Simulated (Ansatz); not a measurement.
**C₂H₈AlGa: basis-set convergence**

One table from this session's results is given with a row withheld; the runs are named, their logs left out.

Method: one geometry, several basis sets; program: Ansatz 0.2.0, Gaussian basis.

The runs, in order: PBE0-D4/def2-SVP; ωB97M-V/def2-SVP; PBE0-D4/def2-QZVPP; the functionals' def2-TZVPP values are taken from earlier runs.

2 further runs of the same task are left out: 2 that didn't finish.

### Structure used throughout

All runs share one geometry, relaxed beforehand with PBE0-D4 in a triple-zeta def2 set.

12 atoms, charge 0, spin multiplicity 1.

Atoms are counted from 1 here; the program's logs count them from 0.

Bond lengths: Al1–C2 1.962 Å, Al1–H5 1.593 Å, Al1–H6 1.592 Å, C2–C3 1.534 Å, C2–H7 1.099 Å, C2–H8 1.099 Å, C3–Ga4 1.979 Å, C3–H9 1.098 Å, C3–H10 1.097 Å, Ga4–H11 1.577 Å, Ga4–H12 1.577 Å. Angles: C2–Al1–H5 120.5°, C2–Al1–H6 120.2°, H5–Al1–H6 119.3°, Al1–C2–C3 116.1°, Al1–C2–H7 107.6°, Al1–C2–H8 107.5°, C3–C2–H7 110.8°, C3–C2–H8 110.8°, H7–C2–H8 103.2°, C2–C3–Ga4 116.3°, C2–C3–H9 111.2°, C2–C3–H10 111.2°, Ga4–C3–H9 106.7°, Ga4–C3–H10 106.9°, H9–C3–H10 103.6°, C3–Ga4–H11 119.9°, C3–Ga4–H12 121.0°, H11–Ga4–H12 119.1°.

The first run:

Input file in.yaml:

```yaml
crystal:
  periodic: [false, false, false]
  atoms:
    - {symbol: Al, position_ang: [-1.694503, 1.491300, 0.834963]}
    - {symbol: C, position_ang: [-0.687156, 0.220780, -0.270622]}
    - {symbol: C, position_ang: [0.684395, -0.204908, 0.268579]}
    - {symbol: Ga, position_ang: [1.697145, -1.501432, -0.831917]}
    - {symbol: H, position_ang: [-3.122713, 2.017160, 0.365485]}
    - {symbol: H, position_ang: [-1.089307, 2.006717, 2.214462]}
    - {symbol: H, position_ang: [-0.593690, 0.656717, -1.275042]}
    - {symbol: H, position_ang: [-1.330383, -0.654865, -0.436449]}
    - {symbol: H, position_ang: [0.598052, -0.642659, 1.271356]}
    - {symbol: H, position_ang: [1.338220, 0.663044, 0.420811]}
    - {symbol: H, position_ang: [1.066350, -2.064461, -2.163295]}
    - {symbol: H, position_ang: [3.133591, -1.987403, -0.398322]}
basis:
  gaussian: {orbitals: def2-SVP}
hamiltonian: {xc: pbe0, dispersion: d4}
output: {orbitals: {seedname: orbitals}}
```

Command:

```
ansatz run in.yaml --threads 2 --pin off --events-out ev --progress --plain --max-ram 4352MiB
```

Among the steps run: PBE0-D4 in def2-SVP; ωB97M-V in def2-SVP; PBE0-D4 in def2-QZVPP.

One of the session's tables, all rows but one given; the rest of the session is left out.

It belongs to the step «Functionals by basis». 

| functional | basis | HOMO (eV) | LUMO (eV) |
| --- | --- | --- | --- |
| PBE0-D4 | def2-SVP | -6.72 | -1.49 |
| PBE0-D4 | def2-TZVPP | -6.73 | -1.52 |
| PBE0-D4 | def2-QZVPP | -6.73 | -1.55 |
| ωB97M-V | def2-SVP | ? | ? |
| ωB97M-V | def2-TZVPP | -8.86 | 0.10 |

Estimate the missing values for ωB97M-V, def2-SVP.

The run gave: HOMO (eV): -8.82; LUMO (eV): 0.20. In the column «HOMO (eV)» it lies between ωB97M-V, def2-TZVPP (-8.86) and PBE0-D4, def2-TZVPP (-6.73).
